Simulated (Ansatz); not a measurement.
The system is NaLaMnMoO6.

```
CELL_PARAMETERS angstrom
-2.72294 2.72294 3.89889
2.72294 -2.72294 3.89889
2.72294 2.72294 -3.89889
ATOMIC_POSITIONS crystal
Na 0.25000 0.75000 0.50000
La 0.75000 0.25000 0.50000
Mn 0.50000 0.50000 0.00000
Mo 0.00000 0.00000 0.00000
O 0.20766 0.29607 0.50371
O 0.29605 0.79234 0.08841
O 0.79236 0.70395 0.49629
O 0.70393 0.20764 0.91159
O 0.25194 0.25194 0.00000
O 0.74806 0.74806 0.00000
```

The cell was built by a generator and needn't be a form met in nature.

```yaml
Program: Ansatz 0.2.0
Task: relaxation of cell and atoms
Functional: PBE
Dispersion: D4
Potentials_or_basis: Ansatz PAW
Cutoff: "420 eV (not typed: the program's choice for these potentials)"
k_mesh: 5 × 5 × 5
Occupations: fermi-dirac, width 0.05 eV
Spin: collinear spin, ferromagnetic start
Starting_moments: "[0.0, 0.0, 4.0, 1.0, 0.0, 0.0, 0.0, 0.0, 0.0, 0.0] μB"
```

At the start: volume 11.56 Å³/atom.

**Question.** Where does the relaxation end?

**Answer.** It ends after 11 steps and the volume is 11.34 Å³/atom (-1.9 %); space group I-4 (No. 82, to 0.05 Å); moment 1.82 μB per cell.

The path:
| step | energy change (eV) | largest force (eV/Å) | volume (Å³) |
| --- | --- | --- | --- |
| 1 | 0.0000 | 0.1292 | 115.63 |
| 2 | -0.0239 | 0.1279 | 114.00 |
| 3 | -0.0272 | 0.1097 | 113.73 |
| 4 | -0.0303 | 0.0482 | 113.34 |
| 5 | -0.0299 | 0.0085 | 113.53 |
| 6 | -0.0302 | 0.0048 | 113.47 |
| 7 | -0.0301 | 0.0013 | 113.50 |
| 8 | -0.0227 | 0.0013 | 113.50 |
| 9 | -0.0232 | 0.0075 | 113.38 |
| 10 | -0.0230 | 0.0010 | 113.42 |
| 11 | -0.0227 | 0.0010 | 113.42 |

Final structure:
```cif
data_structure
_symmetry_space_group_name_H-M 'P 1'
_symmetry_Int_Tables_number 1
_cell_length_a 5.4407
_cell_length_b 5.4407
_cell_length_c 5.4407
_cell_angle_alpha 120.267
_cell_angle_beta 120.267
_cell_angle_gamma 89.539
_cell_volume 113.42
loop_
_atom_site_label
_atom_site_type_symbol
_atom_site_fract_x
_atom_site_fract_y
_atom_site_fract_z
_atom_site_occupancy
Na1 Na 0.25000 0.75000 0.50000 1
La1 La 0.75000 0.25000 0.50000 1
Mn1 Mn 0.50000 0.50000 0.00000 1
Mo1 Mo 0.00000 0.00000 0.00000 1
O1 O 0.20615 0.29972 0.50383 1
O2 O 0.29768 0.79385 0.09357 1
O3 O 0.79589 0.70232 0.49617 1
O4 O 0.70028 0.20411 0.90643 1
O5 O 0.25314 0.25314 0.00000 1
O6 O 0.74686 0.74686 0.00000 1
```

Caveat: the plane-wave basis is chosen anew once the cell has moved, so the energies of steps on either side of that aren't comparable; the pressure holds a Pulay correction of +0.6 GPa for the finite cutoff; a cell with one magnetic atom can't hold antiferromagnetic order, which such compounds often take; pairwise dispersion overbinds metals, which lowers pressure and volume; the starting moments weren't kept.
